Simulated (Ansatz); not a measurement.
This script drives Ansatz 0.2.0 through its Python package.

Script `run_bend.py`:
```python
'''Energy of CuHO against one bond angle.'''

import logging
import sys

import ansatz as az
from ase import Atoms

logging.basicConfig(stream=sys.stdout, format='%(levelname)s %(message)s')
log = logging.getLogger('calc')
log.setLevel(logging.INFO)

BASIS = 'def2-SVP'
XC = 'PBE0'
FMAX = 0.02


def main() -> None:
    atoms = Atoms(['O', 'Cu', 'H'], positions=[
        (-0.3689, -0.4469, -0.2588),
        (1.3568, -0.0136, 0.7439),
        (-0.9988, 0.3957, -0.4983),
    ])

    # relax first, so that the scan starts from a minimum
    first = (
        az.Crystal.molecule_from_ase(atoms).calculation()
        .basis(gaussian=BASIS)
        .functional(XC)
        .relax(force_tolerance=FMAX, max_steps=80)
    )
    atoms.positions = first.run().report['positions_ang']

    rows = []
    for angle in [85, 95, 105, 115, 125, 140, 160]:
        bent = atoms.copy()
        bent.set_angle(2, 0, 1, angle, indices=[1])
        job = (
            az.Crystal.molecule_from_ase(bent).calculation()
            .basis(gaussian=BASIS)
            .functional(XC)
        )
        rows.append((angle, job.run().report['free_energy_ev']))
    floor = min(e for _, e in rows)
    for angle, e in rows:
        log.info(f'angle H2-O0-Cu1 = {angle:3d} deg   {1000 * (e - floor):9.1f} meV')


if __name__ == '__main__':
    main()
```

It is started by `python run_bend.py`. Estimate its wall time and peak memory on 1 thread of Arm Neoverse V2 (shared host).

It took about 20 s, with a peak of 0.18 GiB, for 8 runs of the engine.

```console
$ python run_bend.py
INFO angle H2-O0-Cu1 =  85 deg       179.0 meV
INFO angle H2-O0-Cu1 =  95 deg        50.3 meV
INFO angle H2-O0-Cu1 = 105 deg         0.0 meV
INFO angle H2-O0-Cu1 = 115 deg        14.8 meV
INFO angle H2-O0-Cu1 = 125 deg        80.9 meV
INFO angle H2-O0-Cu1 = 140 deg       243.9 meV
INFO angle H2-O0-Cu1 = 160 deg       487.5 meV
```

These settings explore the input space; basis and method may be short of convergence. The scan is rigid, and the energies are electronic, in a modest basis. The zero is the lowest point of the grid, which needn't be the minimum.
